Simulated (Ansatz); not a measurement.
# FH3O2SeSi: one species, many methods

An exercise on one series of results from a longer session: the logs are not shown, and one member is left open.

Method: functionals in def2-TZVPP, the program's frozen cores in correlated methods; program: Ansatz 0.2.0, Gaussian basis.

Plan: LDA (SPW92), PBE-D4, revPBE-D4, BLYP-D4, r2SCAN-D4, B97M-V, PBE0-D4, B3LYP-D4, r2SCANh-D4, r2SCAN0-D4, HSE06-D4, BHLYP-D4, CAM-B3LYP-D4, LC-ωPBE, ωB97X-V, ωB97M-V, B2PLYP, PBE-QIDH; CCSD(T)/def2-SVP; CCSD(T)/def2-TZVPP; MP2/def2-QZVPP; extrapolation to the limit; RPA on PBE.

### Structure used throughout

All runs share one geometry, relaxed beforehand with PBE0-D4 in a triple-zeta def2 set.

SMILES `O[Si](O)(F)[SeH]`, 8 atoms, charge 0, spin multiplicity 1.

Atoms are counted from 1 here; the program's logs count them from 0.

Bond lengths: O1–Si2 1.628 Å, O1–H6 0.958 Å, Si2–O3 1.619 Å, Si2–F4 1.590 Å, Si2–Se5 2.258 Å, O3–H7 0.960 Å, Se5–H8 1.468 Å. Angles: Si2–O1–H6 118.4°, O1–Si2–O3 106.4°, O1–Si2–F4 109.2°, O1–Si2–Se5 114.7°, O3–Si2–F4 111.2°, O3–Si2–Se5 109.1°, F4–Si2–Se5 106.3°, Si2–O3–H7 116.9°, Si2–Se5–H8 91.3°.

Set-up of the first run:

File in.yaml:

```yaml
crystal:
  periodic: [false, false, false]
  atoms:
    - {symbol: O, position_ang: [-0.115947, 1.501124, -0.372179]}
    - {symbol: Si, position_ang: [0.178513, -0.083253, -0.139846]}
    - {symbol: O, position_ang: [1.776073, -0.224397, 0.080812]}
    - {symbol: F, position_ang: [-0.298716, -0.895847, -1.420466]}
    - {symbol: Se, position_ang: [-0.896058, -0.994507, 1.624667]}
    - {symbol: H, position_ang: [-1.025443, 1.802500, -0.362781]}
    - {symbol: H, position_ang: [2.320615, 0.512631, -0.203695]}
    - {symbol: H, position_ang: [-1.847039, -1.675349, 0.737686]}
basis:
  gaussian: {orbitals: def2-TZVPP}
hamiltonian: {xc: lda}
output: {orbitals: {seedname: orbitals}}
```

On the command line:

```console
> ansatz run in.yaml --threads 4 --pin off --events-out ev --progress --plain --max-ram 10444MiB
```

Among the steps run: LDA; PBE-D4 (GGA); revPBE-D4 (GGA); BLYP-D4 (GGA); r2SCAN-D4 (meta-GGA); B97M-V (meta-GGA); PBE0-D4 (hybrid); B3LYP-D4 (hybrid); r2SCANh-D4 (hybrid); r2SCAN0-D4 (hybrid); HSE06-D4 (hybrid); BHLYP-D4 (hybrid); CAM-B3LYP-D4 (range-separated); LC-ωPBE (range-separated); ωB97X-V (range-separated); ωB97M-V (range-separated); B2PLYP (double hybrid); PBE-QIDH (double hybrid).

One table of the session follows, with a row left open; its other results are not shown here.

It belongs to the step «Frontier levels by functional». 

| functional | HOMO (eV) | gap (eV) |
| --- | --- | --- |
| LDA (SPW92) | -6.34 | 5.27 |
| PBE-D4 | -6.18 | 5.28 |
| revPBE-D4 | -6.12 | 5.30 |
| BLYP-D4 | -6.00 | 5.16 |
| r2SCAN-D4 | -6.47 | 5.87 |
| B97M-V | -6.53 | 5.83 |
| PBE0-D4 | -7.38 | 7.37 |
| B3LYP-D4 | -7.12 | 6.82 |
| r2SCANh-D4 | ? | ? |
| r2SCAN0-D4 | -7.57 | 7.75 |
| HSE06-D4 | -6.98 | 6.59 |
| BHLYP-D4 | -8.41 | 9.21 |
| CAM-B3LYP-D4 | -8.67 | 9.62 |
| LC-ωPBE | -10.06 | 12.31 |
| ωB97X-V | -9.70 | 11.76 |
| ωB97M-V | -9.56 | 11.28 |

Estimate the missing values for r2SCANh-D4.

Worked estimate for «HOMO (eV)». Against the share of exact exchange, r2SCAN-D4 (0, -6.47), r2SCAN0-D4 (0.25, -7.57) give a slope of -4.40 per unit share; at 0.1 the line stands at -6.91.

The run gave: HOMO (eV): -6.91; gap (eV): 6.63. In «HOMO (eV)» the line misses by 0.00.
